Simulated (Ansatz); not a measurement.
**C14H14: small, medium and large basis sets**

One table from this session's results is given with a row withheld; the runs are named, their logs left out.

Method: one geometry, several basis sets; program: Ansatz 0.2.0, Gaussian basis.

Levels to be run: PBE0-D4/def2-SVP; ωB97M-V/def2-SVP; PBE0-D4/def2-QZVPP; ωB97M-V/def2-QZVPP; the functionals' def2-TZVPP values are taken from earlier runs.

### The geometry

The geometry comes from an earlier relaxation with PBE0-D4 in a triple-zeta def2 set; it is a stationary point, not always the lowest conformer.

SMILES `c1ccc(CCc2ccccc2)cc1`, 28 atoms, charge 0, spin multiplicity 1.

Atoms are counted from 1 here; the program's logs count them from 0.

Bond lengths: C1–C2 1.387 Å, C1–C14 1.387 Å, C1–H15 1.084 Å, C2–C3 1.386 Å, C2–H16 1.084 Å, C3–C4 1.392 Å, C3–H17 1.086 Å, C4–C5 1.499 Å, C4–C13 1.391 Å, C5–C6 1.538 Å, C5–H18 1.094 Å, C5–H19 1.094 Å, C6–C7 1.499 Å, C6–H20 1.094 Å, C6–H21 1.094 Å, C7–C8 1.392 Å, C7–C12 1.391 Å, C8–C9 1.386 Å and more. Angles: C2–C1–C14 119.5°, C2–C1–H15 120.2°, C14–C1–H15 120.3°, C1–C2–C3 120.0°, C1–C2–H16 120.1°, C3–C2–H16 119.9°, C2–C3–C4 121.0°, C2–C3–H17 119.7°, C4–C3–H17 119.3°, C3–C4–C5 120.5°, C3–C4–C13 118.4°, C5–C4–C13 121.0°, C4–C5–C6 112.6°, C4–C5–H18 109.8°, C4–C5–H19 109.8°, C6–C5–H18 108.9°, C6–C5–H19 108.6°, H18–C5–H19 107.1° and more.

Geometry (Å):

```xyz
28
charge 0, multiplicity 1
C    -1.06883   -3.16011    0.93875
C    -0.95564   -2.49232    2.14955
C    -1.05704   -1.11066    2.19219
C    -1.27280   -0.37208    1.03225
C    -1.31566    1.12583    1.08048
C     0.08529    1.75969    1.03069
C     0.81298    1.45063   -0.24322
C     0.58579    2.20833   -1.38857
C     1.20751    1.89391   -2.58677
C     2.07080    0.81018   -2.65800
C     2.30709    0.04886   -1.52353
C     1.68222    0.36790   -0.32779
C    -1.38634   -1.05404   -0.17487
C    -1.28597   -2.43590   -0.22352
H    -0.99200   -4.24077    0.90256
H    -0.79211   -3.05023    3.06483
H    -0.97004   -0.59410    3.14350
H    -1.90602    1.50609    0.24192
H    -1.81360    1.45246    1.99839
H    -0.01802    2.84301    1.14446
H     0.66650    1.40087    1.88493
H    -0.08696    3.05939   -1.33884
H     1.02114    2.49919   -3.46691
H     2.56005    0.56308   -3.59321
H     2.98016   -0.79988   -1.56911
H     1.86157   -0.23877    0.55351
H    -1.54418   -0.49190   -1.08920
H    -1.37593   -2.94870   -1.17453
```

The first run:

Contents of in.yaml:

```yaml
crystal:
  periodic: [false, false, false]
  atoms:
    - {symbol: C, position_ang: [-1.068832, -3.160108, 0.938754]}
    - {symbol: C, position_ang: [-0.955644, -2.492323, 2.149555]}
    - {symbol: C, position_ang: [-1.057037, -1.110659, 2.192195]}
    - {symbol: C, position_ang: [-1.272799, -0.372077, 1.032253]}
    - {symbol: C, position_ang: [-1.315663, 1.125835, 1.080481]}
    - {symbol: C, position_ang: [0.085291, 1.759689, 1.030690]}
    - {symbol: C, position_ang: [0.812983, 1.450633, -0.243219]}
    - {symbol: C, position_ang: [0.585793, 2.208326, -1.388575]}
    - {symbol: C, position_ang: [1.207511, 1.893910, -2.586769]}
    - {symbol: C, position_ang: [2.070799, 0.810177, -2.658000]}
    - {symbol: C, position_ang: [2.307090, 0.048863, -1.523526]}
    - {symbol: C, position_ang: [1.682222, 0.367900, -0.327793]}
    - {symbol: C, position_ang: [-1.386338, -1.054039, -0.174870]}
    - {symbol: C, position_ang: [-1.285970, -2.435904, -0.223516]}
    - {symbol: H, position_ang: [-0.991996, -4.240767, 0.902563]}
    - {symbol: H, position_ang: [-0.792113, -3.050232, 3.064835]}
    - {symbol: H, position_ang: [-0.970042, -0.594096, 3.143497]}
    - {symbol: H, position_ang: [-1.906019, 1.506090, 0.241920]}
    - {symbol: H, position_ang: [-1.813604, 1.452462, 1.998389]}
    - {symbol: H, position_ang: [-0.018022, 2.843010, 1.144462]}
    - {symbol: H, position_ang: [0.666498, 1.400868, 1.884934]}
    - {symbol: H, position_ang: [-0.086955, 3.059394, -1.338838]}
    - {symbol: H, position_ang: [1.021145, 2.499193, -3.466907]}
    - {symbol: H, position_ang: [2.560048, 0.563076, -3.593208]}
    - {symbol: H, position_ang: [2.980165, -0.799878, -1.569108]}
    - {symbol: H, position_ang: [1.861572, -0.238766, 0.553513]}
    - {symbol: H, position_ang: [-1.544182, -0.491901, -1.089196]}
    - {symbol: H, position_ang: [-1.375932, -2.948698, -1.174527]}
basis:
  gaussian: {orbitals: def2-SVP}
hamiltonian: {xc: pbe0, dispersion: d4}
output: {orbitals: {seedname: orbitals}}
```

Run with:

```sh
> ansatz run in.yaml --threads 10 --pin off --events-out ev --progress --plain --max-ram 110592MiB --backend cpu
```

Among the steps run: PBE0-D4 in def2-SVP; ωB97M-V in def2-SVP; PBE0-D4 in def2-QZVPP; ωB97M-V in def2-QZVPP.

One table of the session follows, with a row left open; its other results are not shown here.

It belongs to the step «Density functionals: the series». 

```
functional       basis  HOMO (eV)  LUMO (eV)
   PBE0-D4    def2-SVP      -6.87      -0.10
   PBE0-D4  def2-TZVPP      -6.88      -0.23
   PBE0-D4  def2-QZVPP      -6.89      -0.29
   ωB97M-V    def2-SVP      -8.94       1.94
   ωB97M-V  def2-TZVPP      -8.95       1.72
   ωB97M-V  def2-QZVPP          ?          ?
```

Q: Estimate the row for ωB97M-V, def2-QZVPP from the others.

**Answer.** HOMO (eV): -8.96; LUMO (eV): 1.57. In the column «HOMO (eV)» it is the lowest.
